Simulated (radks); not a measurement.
# Cr with its nuclear charge varied continuously

What is the energy between the elements? 24 electrons are held in [Ar] 3d5 4s1 while Z is changed in small steps.

Program: radks (a radial shooting solver on a logarithmic mesh, Libxc functionals) version 1. Level of theory: scalar-relativistic Kohn-Sham, r2SCAN, spin-unpolarised, spherical densities, finite nucleus. These are calculated values, not measurements, unless marked.

## (1) What is computed

| Item | Value |
| --- | --- |
| element | chromium (Z = 24) |
| charge | 0 |
| electrons | 24 |
| configuration | [Ar] 3d5 4s1 |
| nuclear rms radius | 3.6452 fm |

The outer shells:

Cr
```
[Ar] core
3d [↑ ][↑ ][↑ ][↑ ][↑ ]
4s [↑ ]
```

## (2) Z = 24

Input:

```text
Z 24
configuration [Ar] 3d5 4s1
relativity scalar-relativistic
functional r2scan,r2scan
spin unpolarised
nucleus finite rms 3.6452 fm
c 137.035999084
```

## (3) Z = 23.8

Settings, as their differences from step 2:

```diff
@@ -1,2 +1,2 @@
-Z 24
+Z 23.8
 configuration [Ar] 3d5 4s1
```

## (4) Z = 23.9

Settings, as their differences from step 3:

```diff
@@ -1,2 +1,2 @@
-Z 23.8
+Z 23.9
 configuration [Ar] 3d5 4s1
```

## (5) Z = 24.1

Settings, as their differences from step 4:

```diff
@@ -1,2 +1,2 @@
-Z 23.9
+Z 24.1
 configuration [Ar] 3d5 4s1
```

## (6) Z = 24.2

Settings, as their differences from step 5:

```diff
@@ -1,2 +1,2 @@
-Z 24.1
+Z 24.2
 configuration [Ar] 3d5 4s1
```

## (7) Z = 24.3

Settings, as their differences from step 6:

```diff
@@ -1,2 +1,2 @@
-Z 24.2
+Z 24.3
 configuration [Ar] 3d5 4s1
```

## (8) Z = 24.4

Settings, as their differences from step 7:

```diff
@@ -1,2 +1,2 @@
-Z 24.3
+Z 24.4
 configuration [Ar] 3d5 4s1
```

## (9) Z = 24.5

Settings, as their differences from step 8:

```diff
@@ -1,2 +1,2 @@
-Z 24.4
+Z 24.5
 configuration [Ar] 3d5 4s1
```

## (10) Z = 24.6

Settings, as their differences from step 9:

```diff
@@ -1,2 +1,2 @@
-Z 24.5
+Z 24.6
 configuration [Ar] 3d5 4s1
```

## (11) Z = 24.7

Settings, as their differences from step 10:

```diff
@@ -1,2 +1,2 @@
-Z 24.6
+Z 24.7
 configuration [Ar] 3d5 4s1
```

## (12) Z = 24.8

Settings, as their differences from step 11:

```diff
@@ -1,2 +1,2 @@
-Z 24.7
+Z 24.8
 configuration [Ar] 3d5 4s1
```

## (13) Z = 24.9

Settings, as their differences from step 12:

```diff
@@ -1,2 +1,2 @@
-Z 24.8
+Z 24.9
 configuration [Ar] 3d5 4s1
```

## (14) Z = 25

Settings, as their differences from step 13:

```diff
@@ -1,2 +1,2 @@
-Z 24.9
+Z 25
 configuration [Ar] 3d5 4s1
```

Before running it: what results should come out? Wanted: for each run, Z; E; E(electron-nucleus)/Z; highest level; its energy; <r>.

The runs gave:

| Z | E (hartree) | E(electron-nucleus)/Z (hartree) | highest level | its energy (eV) | <r> (bohr) |
| --- | --- | --- | --- | --- | --- |
| 23.8 | -1029.89828 | -103.285 | 3d | -1.156 | 1.626 |
| 23.9 | -1040.26344 | -103.875 | 3d | -1.945 | 1.565 |
| 24 | -1050.68766 | -104.464 | 3d | -2.812 | 1.512 |
| 24.1 | -1061.17079 | -105.052 | 3d | -3.749 | 1.465 |
| 24.2 | -1071.71271 | -105.638 | 3d | -4.754 | 1.422 |
| 24.3 | -1082.31329 | -106.223 | 3d | -5.823 | 1.384 |
| 24.4 | -1092.97245 | -106.807 | 4s | -6.742 | 3.172 |
| 24.5 | -1103.69009 | -107.390 | 4s | -7.514 | 3.108 |
| 24.6 | -1114.46614 | -107.973 | 4s | -8.315 | 3.047 |
| 24.7 | -1125.30051 | -108.554 | 4s | -9.144 | 2.989 |
| 24.8 | -1136.19314 | -109.136 | 4s | -10.000 | 2.933 |
| 24.9 | -1147.14398 | -109.716 | 4s | -10.883 | 2.880 |
| 25 | -1158.15298 | -110.296 | 4s | -11.792 | 2.829 |

**Reading.** At Z = 24 the central difference of E is -104.537 hartree, against -104.464 from the Hellmann-Feynman theorem; the scalar-relativistic energy here is not variational, so the two differ by a part that grows with Z. The top level goes from -1.156 eV at Z = 23.8 to -11.792 eV at Z = 25. Between Z = 24.3 and 24.4 the top level changes from 3d to 4s, so the curve of the top level has a kink there, while E(Z) stays smooth.
